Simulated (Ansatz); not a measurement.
# GaPH₂+ (doublet): the correlation ladder, cc-pVDZ

An exercise on one series of results from a longer session: the logs are not shown, and one member is left open.

The runs use Ansatz 0.2.0, Gaussian basis; cc-pVDZ, core rule «outside noble gas», up to 19 orbitals frozen.

The runs, in order: UHF; CCSD(T) on ROHF; CCSD(T) on UHF; BCCD(T) on ROHF; CISD; CCSDT(Q) on ROHF.

52 further runs of the same task are left out: 16 for a known fault of the program, 17 that didn't finish, 19 set aside as unsound or not needed.

### What is computed

The geometry is a PBE0/def2-TZVP stationary point (not a proven minimum) of the parent state, kept for this charge and spin. No spin-orbit coupling is included. The filled d shell of Ga may be among the frozen orbitals whatever the setting's name suggests; the logs give the count.

4 atoms, charge 1, spin multiplicity 2.

Atoms are counted from 1 here; the program's logs count them from 0.

Bond lengths: P1–Ga2 2.322 Å, Ga2–H3 1.571 Å, Ga2–H4 1.571 Å. Angles: P1–Ga2–H3 119.7°, P1–Ga2–H4 119.7°, H3–Ga2–H4 120.7°.

Set-up of the first run:

Contents of in.yaml:

```yaml
crystal:
  periodic: [false, false, false]
  atoms:
    - {symbol: P, position_ang: [0.000000, 0.000000, 1.637183]}
    - {symbol: Ga, position_ang: [0.000000, 0.000000, -0.685019]}
    - {symbol: H, position_ang: [0.000000, -1.364953, -1.462469]}
    - {symbol: H, position_ang: [0.000000, 1.364953, -1.462469]}
basis:
  gaussian: {orbitals: cc-pVDZ}
total_charge: 1
magnetization: {spin_polarized: true, initial_magnetization: 1}
hamiltonian: {xc: hf}
output: {orbitals: {seedname: orbitals}}
```

Started as:

```console
$ ansatz run in.yaml --threads 1 --pin off --events-out ev --progress --plain --max-ram 2393MiB
```

Steps of the session up to this table: UHF; CCSD(T) on ROHF; CCSD(T) on UHF; BCCD(T) on ROHF; CISD; CCSDT(Q) on ROHF.

One table of the session follows, with a row left open; its other results are not shown here.

| method | from RCCSDT(Q) (kJ/mol) |
| --- | --- |
| ROHF | +469.9 |
| UHF | ? |
| RMP2 | +125.3 |
| UMP2 | +130.1 |
| RCCSD | +17.7 |
| UCCSD | +18.6 |
| RCCSD(T) | +5.2 |
| UCCSD(T) | +6.3 |
| BCCD(T) | +5.2 |
| RCCSDT | +0.8 |
| RCCSDT(Q) | 0 |

Q: Estimate the row for UHF from the others.

As computed: from RCCSDT(Q) (kJ/mol): +432.2. In the column «from RCCSDT(Q) (kJ/mol)» it lies between UMP2 (+130.1) and ROHF (+469.9).

Not comparable, so not listed: CISD (they don't share determinant, frozen orbitals or solution with the rows shown, or repeat one).

Caveats from the session: The determinant is far from a pure spin state, so its energy mixes those of several spin states (harmless only where they are near-degenerate, as at dissociation). Restricted and unrestricted rows rest on different reference determinants; where their highest levels disagree by more than a few hundredths of an eV, they describe different states and don't form one ladder.
